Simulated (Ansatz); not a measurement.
# Zn2Sb3O2: the cost of one run

Program: Ansatz 0.2.0. Level of theory: DFT PBE, scalar-relativistic, plane waves, PAW, unless a step names another level. These are calculated values, not measurements.

10 further runs of the same task are left out: 1 that didn't finish, 9 set aside as unsound or not needed. Runs told in other sessions of the task aren't counted.

### 1 What the formula suggests

Pauling electronegativities: Zn 1.65, Sb 2.05, O 3.44 (spread 1.79). No set of common oxidation states balances it. Tabulated atomic sizes suggest about 19 Å³/atom. 26 candidates were drawn, by swapping species into database cells of other compounds, at random by space group and Wyckoff sites, or by hand, as the table says:

| name | made from | space group no. | Wyckoff sites | atoms (primitive cell) | V (Å³/atom) |
| --- | --- | --- | --- | --- | --- |
| c01 | random | 191 | Zn 2c; Sb 2e, 1b; O 2e | 7 | 24.3 |
| c02 | random | 164 | Zn 2d; Sb 1b, 2c; O 2d | 7 | 21.1 |
| c03 | random | 123 | Zn 2h; Sb 2e, 1c; O 2f | 7 | 22.4 |
| c04 | random | 157 | Zn 2b; Sb 3c; O 1a, 1a | 7 | 19.3 |
| c05 | database cell of Tl2Pd3Se2 | 166 | Zn 3a, 3b; Sb 9e; O 6c | 7 | 17.8 |
| c06 | built by hand: h-ZnO bilayer / close-packed Sb3 slab | 164 | Zn 2d; Sb 2d, 1a; O 2d | 7 | 18.7 |
| c07 | random | 187 | Zn 2g; Sb 3j; O 1a, 1d | 7 | 19.3 |
| c08 | random | 166 | Zn 6c; Sb 3b, 6c; O 6c | 7 | 23.4 |
| c09 | database cell of Mg2H2O3 | 164 | Zn 2d; Sb 2d, 1a; O 2d | 7 | 16.3 |
| c10 | built by hand: rocksalt ZnO bilayer / simple-cubic Sb slab | 99 | Zn 1a, 1b; Sb 1b, 1b, 1b; O 1a, 1b | 7 | 18.7 |
| c11 | random | 160 | Zn 3a, 3a; Sb 9b; O 3a, 3a | 7 | 20.6 |
| c12 | random | 183 | Zn 2b; Sb 3c; O 2b | 7 | 21.0 |
| c13 | random | 139 | Zn 4c; Sb 4d, 2a; O 4e | 7 | 20.4 |
| c14 | database cell of Ni3Bi2S2 | 166 | Zn 3b, 3a; Sb 9d; O 6c | 7 | 18.3 |
| c15 | built by hand: shandite Ni3Pb2S2 | 166 | Zn 3b, 3a; Sb 9d; O 6c | 7 | 18.8 |
| c16 | built by hand: La2O2Bi-derived intergrowth, ZnO litharge-like sheets with Sb3 slabs | 139 | Zn 4e; Sb 4e, 2b; O 4d | 7 | 18.7 |
| c17 | random | 21 | Zn 4k; Sb 4h, 2b; O 4k | 7 | 20.6 |
| c18 | random | 191 | Zn 2e; Sb 2d, 1a; O 2c | 7 | 21.6 |
| c19 | random | 191 | Zn 2c; Sb 3f; O 2e | 7 | 20.5 |
| c20 | random | 183 | Zn 1a, 1a; Sb 1a, 2b; O 2b | 7 | 19.4 |
| c21 | random | 187 | Zn 2g; Sb 3k; O 1c, 1a | 7 | 21.0 |
| c22 | random | 191 | Zn 1b, 1a; Sb 3f; O 2c | 7 | 23.9 |
| c23 | database cell of Dy2Al3Si2 | 12 | Zn 4i; Sb 2c, 4i; O 4i | 7 | 20.2 |
| c24 | database cell of Gd2B3C2 | 65 | Zn 4i; Sb 4j, 2c; O 4j | 7 | 16.5 |
| c25 | random | 69 | Zn 8g; Sb 8h, 4b; O 8d | 7 | 20.8 |
| c26 | random | 166 | Zn 6c; Sb 9e; O 6c | 7 | 23.0 |

### 2 Screening run of c03

File input.yaml:

```yaml
crystal:
  lattice:
    - [3.99854694, 0.0, 0.0]
    - [0.0, 3.99854694, 0.0]
    - [0.0, 0.0, 9.79441948]
  atoms:
    - { symbol: Zn, position: [0.5, 0.5, 0.61282792] }
    - { symbol: Zn, position: [0.5, 0.5, 0.38717208] }
    - { symbol: Sb, position: [0.0, 0.5, 0.5] }
    - { symbol: Sb, position: [0.5, 0.0, 0.5] }
    - { symbol: Sb, position: [0.5, 0.5, 0.0] }
    - { symbol: O, position: [0.0, 0.5, 0.0] }
    - { symbol: O, position: [0.5, 0.0, 0.0] }
basis:
  ecutwfc: 420
kpoints:
  mp_grid: { grid: [4, 4, 2] }
hamiltonian:
  xc: pbe
scf:
  occupations: { method: gaussian, width: 0.2 }
  lower_state_search: "off"
output:
  forces: true
  stress: true
  eigenvalues: true
relax:
  adjacent_minimum: "off"
  f_tol: 0.08
  max_steps: 16
  cell: { stress_tol: 0.8 }
```

The run is started by

```console
$ ansatz run input.yaml --threads 1 --pin off --max-ram 2560MiB --backend cpu --events-out ev --progress --plain --runs-dir out
```

**Question.** How long does this run take on 1 thread of Arm Neoverse V2, shared host, and how much memory does it need?

About 67 s, with a peak of 0.45 GiB.
